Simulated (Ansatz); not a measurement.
# CH3NO2Si: the cost of one run

All numbers below are computed with Ansatz 0.2.0 (RKS CAM-B3LYP-D4/STO-3G).

### 1 The system as given

Bond lengths: O1–C2 1.237 Å, C2–N3 1.187 Å, N3–Si4 1.717 Å, Si4–O5 1.717 Å, Si4–H6 1.492 Å, Si4–H7 1.434 Å, O5–H8 0.930 Å. Angles: O1–C2–N3 179.7°, C2–N3–Si4 154.7°, N3–Si4–O5 101.4°, N3–Si4–H6 109.9°, N3–Si4–H7 113.1°, O5–Si4–H6 106.9°, O5–Si4–H7 110.5°, H6–Si4–H7 114.1°, Si4–O5–H8 114.0°.

Structure file:

```xyz
8

O     1.3563   -2.8963    0.3583
C     0.7760   -1.8173    0.1867
N     0.2212   -0.7816    0.0153
Si    0.0409    0.9212    0.1370
O    -1.4219    1.1696   -0.7271
H    -0.2232    1.3042    1.5546
H     1.1157    1.6470   -0.4748
H    -1.7729    0.3961   -1.1059
```

### 2 End point A

input.yaml reads:

```yaml
crystal:
  periodic: [false, false, false]
  atoms:
    - { symbol: O, position_ang: [1.3563, -2.8963, 0.3583] }
    - { symbol: C, position_ang: [0.776, -1.8173, 0.1867] }
    - { symbol: "N", position_ang: [0.2212, -0.7816, 0.0153] }
    - { symbol: Si, position_ang: [0.0409, 0.9212, 0.137] }
    - { symbol: O, position_ang: [-1.4219, 1.1696, -0.7271] }
    - { symbol: H, position_ang: [-0.2232, 1.3042, 1.5546] }
    - { symbol: H, position_ang: [1.1157, 1.647, -0.4748] }
    - { symbol: H, position_ang: [-1.7729, 0.3961, -1.1059] }
basis:
  gaussian: { orbitals: STO-3G }
hamiltonian:
  xc: cam_b3lyp
  dispersion: d4
relax:
  f_tol: 0.015
  max_steps: 40
```

Run with:

```console
$ ansatz run input.yaml --threads 1 --pin off --max-ram 2048MiB --backend cpu --events-out ev --progress --plain --runs-dir out
```

**Question.** How long does this run take on 1 thread of Arm Neoverse V2, shared host, and how much memory does it need?

About 62 s, with a peak of 0.16 GiB.
